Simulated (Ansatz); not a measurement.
The system is Be2Si.

```
CELL_PARAMETERS angstrom
0.00000 2.64000 2.64000
2.64000 0.00000 2.64000
2.64000 2.64000 0.00000
ATOMIC_POSITIONS crystal
Si 0.00000 0.00000 0.00000
Be 0.25000 0.25000 0.25000
Be 0.75000 0.75000 0.75000
```

The cell comes from a database or a generator and needn't be the stable form of this composition.

Program: Ansatz 0.2.0. Alike in all runs: task projected density of states; potentials or basis Ansatz PAW; no spin polarisation; cell as given; k mesh 5 × 5 × 5; smearing fermi-dirac 0.05 eV; the mesh is coarse, so values aren't converged. Hardware: 2 threads of AMD EPYC 7571, on a shared host.

Question: Order these runs on this cell by their wall time, lowest first.
A. level r2SCAN0; cutoff (eV) 500
B. level r2SCAN; cutoff (eV) 500
C. level LDA; cutoff (eV) 420

Answer: C (1.5 s), B (3.8 s), A (27 s).

Caveats: all runs use coarse meshes.

Runs at the PBE level aren't shown here.
